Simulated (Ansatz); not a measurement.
# K26AgCl27 (Sylvite): the cost of one run

Computed with Ansatz 0.2.0 (DFT, PBE, plane-wave PAW, default files, scalar-relativistic, unless a step's input says otherwise).

1 further run of the same task is left out (it didn't finish).

**1. Starting point**

It takes space group Fm-3m (No. 225, cubic). The conventional cell has a = 18.879 Å, b = 18.879 Å, c = 18.879 Å, α = 90.00°, β = 90.00°, γ = 90.00°. Ag (site symmetry m-3m) has 6 Cl at 3.15 Å as nearest neighbours. Around K (site symmetry mm2) lie 6 Cl at 3.15 Å. Around K (site symmetry 3m) lie 6 Cl at 3.15 Å. Around K (site symmetry 4mm) lie 6 Cl at 3.15 Å. Cl (site symmetry 3m) has 6 K at 3.15 Å as nearest neighbours. Around Cl (site symmetry 4mm) lie 5 K at 3.15 Å and 1 Ag at 3.15 Å. Around Cl (site symmetry mm2) lie 6 K at 3.15 Å. Cl (site symmetry m-3m) has 6 K at 3.15 Å as nearest neighbours.

Coordinates:

```cif
data_structure
_symmetry_space_group_name_H-M 'P 1'
_symmetry_Int_Tables_number 1
_cell_length_a 13.3493
_cell_length_b 13.3493
_cell_length_c 13.3493
_cell_angle_alpha 60.000
_cell_angle_beta 60.000
_cell_angle_gamma 60.000
_cell_volume 1682.15
loop_
_atom_site_label
_atom_site_type_symbol
_atom_site_fract_x
_atom_site_fract_y
_atom_site_fract_z
_atom_site_occupancy
Ag1 Ag 0.00000 0.00000 0.00000 1
K1 K 0.00000 0.00000 0.33333 1
K2 K 0.00000 0.00000 0.66667 1
K3 K 0.00000 0.33333 0.00000 1
K4 K 0.00000 0.33333 0.33333 1
K5 K 0.00000 0.33333 0.66667 1
K6 K 0.00000 0.66667 0.00000 1
K7 K 0.00000 0.66667 0.33333 1
K8 K 0.00000 0.66667 0.66667 1
K9 K 0.33333 0.00000 0.00000 1
K10 K 0.33333 0.00000 0.33333 1
K11 K 0.33333 0.00000 0.66667 1
K12 K 0.33333 0.33333 0.00000 1
K13 K 0.33333 0.33333 0.33333 1
K14 K 0.33333 0.33333 0.66667 1
K15 K 0.33333 0.66667 0.00000 1
K16 K 0.33333 0.66667 0.33333 1
K17 K 0.33333 0.66667 0.66667 1
K18 K 0.66667 0.00000 0.00000 1
K19 K 0.66667 0.00000 0.33333 1
K20 K 0.66667 0.00000 0.66667 1
K21 K 0.66667 0.33333 0.00000 1
K22 K 0.66667 0.33333 0.33333 1
K23 K 0.66667 0.33333 0.66667 1
K24 K 0.66667 0.66667 0.00000 1
K25 K 0.66667 0.66667 0.33333 1
K26 K 0.66667 0.66667 0.66667 1
Cl1 Cl 0.16667 0.16667 0.16667 1
Cl2 Cl 0.16667 0.16667 0.50000 1
Cl3 Cl 0.16667 0.16667 0.83333 1
Cl4 Cl 0.16667 0.50000 0.16667 1
Cl5 Cl 0.16667 0.50000 0.50000 1
Cl6 Cl 0.16667 0.50000 0.83333 1
Cl7 Cl 0.16667 0.83333 0.16667 1
Cl8 Cl 0.16667 0.83333 0.50000 1
Cl9 Cl 0.16667 0.83333 0.83333 1
Cl10 Cl 0.50000 0.16667 0.16667 1
Cl11 Cl 0.50000 0.16667 0.50000 1
Cl12 Cl 0.50000 0.16667 0.83333 1
Cl13 Cl 0.50000 0.50000 0.16667 1
Cl14 Cl 0.50000 0.50000 0.50000 1
Cl15 Cl 0.50000 0.50000 0.83333 1
Cl16 Cl 0.50000 0.83333 0.16667 1
Cl17 Cl 0.50000 0.83333 0.50000 1
Cl18 Cl 0.50000 0.83333 0.83333 1
Cl19 Cl 0.83333 0.16667 0.16667 1
Cl20 Cl 0.83333 0.16667 0.50000 1
Cl21 Cl 0.83333 0.16667 0.83333 1
Cl22 Cl 0.83333 0.50000 0.16667 1
Cl23 Cl 0.83333 0.50000 0.50000 1
Cl24 Cl 0.83333 0.50000 0.83333 1
Cl25 Cl 0.83333 0.83333 0.16667 1
Cl26 Cl 0.83333 0.83333 0.50000 1
Cl27 Cl 0.83333 0.83333 0.83333 1
```

Atom 1 of the input is the impurity.

**2. First run, atoms as given**

Contents of input.yaml:

```yaml
crystal:
  lattice:
    - [0.0, 9.43941, 9.43941]
    - [9.43941, 0.0, 9.43941]
    - [9.43941, 9.43941, 0.0]
  atoms:
    - { symbol: Ag, position: [0.0, 0.0, 0.0] }
    - { symbol: K, position: [0.0, 0.0, 0.3333333333] }
    - { symbol: K, position: [0.0, 0.0, 0.6666666667] }
    - { symbol: K, position: [0.0, 0.3333333333, 0.0] }
    - { symbol: K, position: [0.0, 0.3333333333, 0.3333333333] }
    - { symbol: K, position: [0.0, 0.3333333333, 0.6666666667] }
    - { symbol: K, position: [0.0, 0.6666666667, 0.0] }
    - { symbol: K, position: [0.0, 0.6666666667, 0.3333333333] }
    - { symbol: K, position: [0.0, 0.6666666667, 0.6666666667] }
    - { symbol: K, position: [0.3333333333, 0.0, 0.0] }
    - { symbol: K, position: [0.3333333333, 0.0, 0.3333333333] }
    - { symbol: K, position: [0.3333333333, 0.0, 0.6666666667] }
    - { symbol: K, position: [0.3333333333, 0.3333333333, 0.0] }
    - { symbol: K, position: [0.3333333333, 0.3333333333, 0.3333333333] }
    - { symbol: K, position: [0.3333333333, 0.3333333333, 0.6666666667] }
    - { symbol: K, position: [0.3333333333, 0.6666666667, 0.0] }
    - { symbol: K, position: [0.3333333333, 0.6666666667, 0.3333333333] }
    - { symbol: K, position: [0.3333333333, 0.6666666667, 0.6666666667] }
    - { symbol: K, position: [0.6666666667, 0.0, 0.0] }
    - { symbol: K, position: [0.6666666667, 0.0, 0.3333333333] }
    - { symbol: K, position: [0.6666666667, 0.0, 0.6666666667] }
    - { symbol: K, position: [0.6666666667, 0.3333333333, 0.0] }
    - { symbol: K, position: [0.6666666667, 0.3333333333, 0.3333333333] }
    - { symbol: K, position: [0.6666666667, 0.3333333333, 0.6666666667] }
    - { symbol: K, position: [0.6666666667, 0.6666666667, 0.0] }
    - { symbol: K, position: [0.6666666667, 0.6666666667, 0.3333333333] }
    - { symbol: K, position: [0.6666666667, 0.6666666667, 0.6666666667] }
    - { symbol: Cl, position: [0.1666666667, 0.1666666667, 0.1666666667] }
    - { symbol: Cl, position: [0.1666666667, 0.1666666667, 0.5] }
    - { symbol: Cl, position: [0.1666666667, 0.1666666667, 0.8333333333] }
    - { symbol: Cl, position: [0.1666666667, 0.5, 0.1666666667] }
    - { symbol: Cl, position: [0.1666666667, 0.5, 0.5] }
    - { symbol: Cl, position: [0.1666666667, 0.5, 0.8333333333] }
    - { symbol: Cl, position: [0.1666666667, 0.8333333333, 0.1666666667] }
    - { symbol: Cl, position: [0.1666666667, 0.8333333333, 0.5] }
    - { symbol: Cl, position: [0.1666666667, 0.8333333333, 0.8333333333] }
    - { symbol: Cl, position: [0.5, 0.1666666667, 0.1666666667] }
    - { symbol: Cl, position: [0.5, 0.1666666667, 0.5] }
    - { symbol: Cl, position: [0.5, 0.1666666667, 0.8333333333] }
    - { symbol: Cl, position: [0.5, 0.5, 0.1666666667] }
    - { symbol: Cl, position: [0.5, 0.5, 0.5] }
    - { symbol: Cl, position: [0.5, 0.5, 0.8333333333] }
    - { symbol: Cl, position: [0.5, 0.8333333333, 0.1666666667] }
    - { symbol: Cl, position: [0.5, 0.8333333333, 0.5] }
    - { symbol: Cl, position: [0.5, 0.8333333333, 0.8333333333] }
    - { symbol: Cl, position: [0.8333333333, 0.1666666667, 0.1666666667] }
    - { symbol: Cl, position: [0.8333333333, 0.1666666667, 0.5] }
    - { symbol: Cl, position: [0.8333333333, 0.1666666667, 0.8333333333] }
    - { symbol: Cl, position: [0.8333333333, 0.5, 0.1666666667] }
    - { symbol: Cl, position: [0.8333333333, 0.5, 0.5] }
    - { symbol: Cl, position: [0.8333333333, 0.5, 0.8333333333] }
    - { symbol: Cl, position: [0.8333333333, 0.8333333333, 0.1666666667] }
    - { symbol: Cl, position: [0.8333333333, 0.8333333333, 0.5] }
    - { symbol: Cl, position: [0.8333333333, 0.8333333333, 0.8333333333] }
kpoints:
  mp_grid: { grid: [2, 2, 2] }
scf:
  occupations: { method: fermi_dirac, width: 0.01 }
hamiltonian:
  xc: pbe
  pseudopotentials: { kind: paw }
output:
  forces: true
  stress: true
  populations: true
  efg:
    quadrupole_moments_barn: { K: 0.0603, Cl: -0.08112 }
    contact_densities: true
```

Launch:

```
> ansatz run input.yaml --threads 4 --pin off --max-ram 8192MiB --backend cpu --events-out ev --progress --plain --runs-dir out
```

**Question.** How long does this run take on 4 threads of Arm Neoverse V2, shared host, and how much memory does it need?

About 48 s, with a peak of 5.9 GiB.
